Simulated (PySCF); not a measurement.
# Ir²⁺: ionisation energy with spin-orbit coupling

Aim: the ionisation energy of iridium from differences of total energies, at each level of theory, and how far each lands from the tabulated value where there is one.

Program: PySCF 2.14.0. Level of theory: two-component X2C-1e, generalised determinants. These are calculated values, not measurements, unless marked.

**1. Starting point**

```
Element                                   : iridium (Z = 77)
Basis                                     : x2c-TZVPall-2c (11s11p10d2f, 108 functions)
Hamiltonian                               : two-component X2C-1e, Gaussian nucleus, no Breit or QED terms; spin-orbit coupling, run by run: off; screened by Boettger's factors
Core shells frozen in the correlated runs : [Kr] 4d10 4f14 (for Ir²⁺)
State 1                                   : Ir²⁺: [Xe] 4f14 5d7; 5d3/2 filled at m_j = -3/2, -1/2, +1/2, +3/2; 5d5/2 filled at m_j = +1/2, +3/2, +5/2
Needed too, but not shown                 : Ir³⁺ [Xe] 4f14 5d6 (5D)
Methods                                   : GHF, GMP2
```

The outer shells:

Ir2+ [Xe] 4f14 5d7
```
[Xe] core
4f [↑↓][↑↓][↑↓][↑↓][↑↓][↑↓][↑↓]
5d [↑↓][↑↓][↑ ][↑ ][↑ ]
```

A driver program built on PySCF's X2C-1e integrals ran all steps in one process from the settings above; there is no separate input file.

It was started by

```bash
$ OMP_NUM_THREADS=1 python sorun2.py TASK.json OUT
```

The integrals over 108 functions and the set-up took 9.3 s of CPU time.

**2. Ir²⁺, method by method**

#### GHF (spin-free)

The program printed:

```text
cycle= 1 E= -17813.3453512159  delta_E= -1.78e+04  |FDS-SDF|= 0.0191
cycle= 2 E= -17813.3509052325  delta_E= -0.00555  |FDS-SDF|= 0.00531
cycle= 3 E= -17813.3513746278  delta_E= -0.000469  |FDS-SDF|= 0.00204
cycle= 4 E= -17813.3514726525  delta_E= -9.8e-05  |FDS-SDF|= 0.000464
cycle= 5 E= -17813.3514968450  delta_E= -2.42e-05  |FDS-SDF|= 0.000217
cycle= 6 E= -17813.3515065851  delta_E= -9.74e-06  |FDS-SDF|= 7.66e-05
cycle= 7 E= -17813.3515079255  delta_E= -1.34e-06  |FDS-SDF|= 1.41e-05
cycle= 8 E= -17813.3515079505  delta_E= -2.5e-08  |FDS-SDF|= 3.31e-06
cycle= 9 E= -17813.3515079510  delta_E= -5.09e-10  |FDS-SDF|= 4.93e-07
```

Time after the integrals: 5.1 s (1 thread of AMD EPYC 9R45, shared host).

Occupied spinors (without spin-orbit coupling the j labels only name the start):

| spinor shell | electrons | mean energy (eV) | weight of the nominal j | rms radius (bohr) |
| --- | --- | --- | --- | --- |
| 1s1/2 | 2 | -76552.5 | 1.000 | 0.0197 |
| 2s1/2 | 2 | -13554.4 | 1.000 | 0.0795 |
| 2p3/2 | 4 | -11785.9 | 0.833 | 0.0729 |
| 2p1/2 | 2 | -11786.0 | 0.667 | 0.0729 |
| 3s1/2 | 2 | -3249.9 | 1.000 | 0.203 |
| 3p3/2 | 4 | -2724.3 | 0.833 | 0.205 |
| 3p1/2 | 2 | -2724.2 | 0.667 | 0.205 |
| 3d5/2 | 6 | -2137.5 | 0.800 | 0.188 |
| 3d3/2 | 4 | -2137.7 | 0.700 | 0.188 |
| 4s1/2 | 2 | -742.13 | 1.000 | 0.450 |
| 4p3/2 | 4 | -566.79 | 0.833 | 0.479 |
| 4p1/2 | 2 | -566.79 | 0.667 | 0.479 |
| 4d5/2 | 6 | -346.66 | 0.800 | 0.514 |
| 4d3/2 | 4 | -346.97 | 0.700 | 0.514 |
| 5s1/2 | 2 | -132.85 | 1.000 | 1.05 |
| 4f7/2 | 8 | -100.10 | 0.786 | 0.585 |
| 4f5/2 | 6 | -100.23 | 0.714 | 0.587 |
| 5p3/2 | 4 | -84.277 | 0.833 | 1.21 |
| 5p1/2 | 2 | -85.862 | 0.667 | 1.22 |
| 5d5/2 | 3 | -31.431 | 0.800 | 1.72 |
| 5d3/2 | 4 | -29.963 | 0.700 | 1.75 |

M_J = 9/2, ⟨J²⟩ = 24.765, ⟨L²⟩ = 12.012, ⟨S²⟩ = 3.753.

#### GMP2 (spin-free)

No log was kept for this step.

Time after the integrals: 0.61 s (1 thread of AMD EPYC 9R45, shared host).

With 15 electrons correlated and 34 very high virtual spinors dropped, the MP2 correlation energy is -0.26107 hartree. Largest pairs: 5d3/2-5d5/2 -0.0534, 5d3/2-5p3/2 -0.0383, 5d3/2-5d3/2 -0.0348, 5d5/2-5p3/2 -0.0344, 5p3/2-5p3/2 -0.0200.

#### GHF (screened spin-orbit)

The program printed:

```text
cycle= 1 E= -17838.1137124480  delta_E= -1.78e+04  |FDS-SDF|= 0.107
cycle= 2 E= -17838.1452198674  delta_E= -0.0315  |FDS-SDF|= 0.01
cycle= 3 E= -17838.1493527353  delta_E= -0.00413  |FDS-SDF|= 0.0073
cycle= 4 E= -17838.1512721707  delta_E= -0.00192  |FDS-SDF|= 0.00483
cycle= 5 E= -17838.1543842423  delta_E= -0.00311  |FDS-SDF|= 0.00407
cycle= 6 E= -17838.1601003486  delta_E= -0.00572  |FDS-SDF|= 0.00184
cycle= 7 E= -17838.1609023481  delta_E= -0.000802  |FDS-SDF|= 0.000823
cycle= 8 E= -17838.1610642489  delta_E= -0.000162  |FDS-SDF|= 0.000476
cycle= 9 E= -17838.1611440382  delta_E= -7.98e-05  |FDS-SDF|= 0.000279
cycle= 10 E= -17838.1611630273  delta_E= -1.9e-05  |FDS-SDF|= 0.000172
cycle= 11 E= -17838.1611749634  delta_E= -1.19e-05  |FDS-SDF|= 0.000112
cycle= 12 E= -17838.1611813310  delta_E= -6.37e-06  |FDS-SDF|= 5.17e-05
cycle= 13 E= -17838.1611821972  delta_E= -8.66e-07  |FDS-SDF|= 3.2e-05
cycle= 14 E= -17838.1611823972  delta_E= -2e-07  |FDS-SDF|= 1.95e-05
cycle= 15 E= -17838.1611824895  delta_E= -9.23e-08  |FDS-SDF|= 7.75e-06
cycle= 16 E= -17838.1611825004  delta_E= -1.1e-08  |FDS-SDF|= 3.48e-06
```

Time after the integrals: 15 s (1 thread of AMD EPYC 9R45, shared host).

The outer occupied spinors:

```
spinor shell  electrons  mean energy (eV)  weight of the nominal j  rms radius (bohr)
       4d5/2          6           -339.42                    1.000              0.519
       5s1/2          2           -132.60                    1.000               1.05
       4f5/2          6           -101.49                    0.996              0.586
       4f7/2          8           -98.201                    0.997              0.587
       5p1/2          2           -96.198                    0.985               1.15
       5p3/2          4           -79.881                    0.993               1.24
       5d3/2          4           -31.527                    0.737               1.71
       5d5/2          3           -29.459                    0.717               1.77
```

M_J = 9/2, ⟨J²⟩ = 24.766, ⟨L²⟩ = 13.110, ⟨S²⟩ = 3.586. Rows whose weight is well below 1 mix j = l ± 1/2: exchange competes with spin-orbit coupling there.

#### GMP2 (screened spin-orbit)

The driver printed no log here.

It took 0.28 s on 1 thread of AMD EPYC 9R45, shared host, the integrals not counted.

With 15 electrons correlated and 34 very high virtual spinors dropped, the MP2 correlation energy is -0.26489 hartree. Largest pairs: 5d3/2-5d5/2 -0.0613, 5d3/2-5p3/2 -0.0425, 5d5/2-5p3/2 -0.0357, 5d3/2-5d3/2 -0.0248, 5p3/2-5p3/2 -0.0205.

**3. Differences of total energies**

Ionisation energy: Ir²⁺ [Xe] 4f14 5d7 [5d3/2^4 5d5/2^3, M_J = 9/2] → Ir³⁺ [Xe] 4f14 5d6 [5d3/2^4 5d5/2^2, M_J = 4].

```
                    method  value (eV)  less the reference (eV)
           GHF (spin-free)      27.488                   -0.512
          GMP2 (spin-free)      28.633                   +0.633
 GHF (screened spin-orbit)      27.601                   -0.399
GMP2 (screened spin-orbit)      28.741                   +0.741
```

Reference: 28 ± 1.6 eV (theoretical estimate listed by NIST; NIST Atomic Spectra Database, ionization energies). The spin-free rows have the spin-orbit operator switched off.

The differences also use runs on Ir³⁺ [Xe] 4f14 5d6 (5D), which are not shown here.

**4. Summary of results**

```
               quantity                                                                             value
ionisation energy, Ir²⁺  GHF (spin-free) 27.488, GMP2 (screened spin-orbit) 28.741 eV; reference 28 ± 1.6
```

In words: The methods span 1.253 eV, from GHF (spin-free) (27.488) to GMP2 (screened spin-orbit) (28.741). The reference is uncertain or not like for like (spin-orbit coupling or other relativistic terms), so no ranking of close methods is drawn. Spin-orbit coupling moves the difference by +0.108 eV at GMP2. All values hold for this basis alone; no basis-set limit was taken.
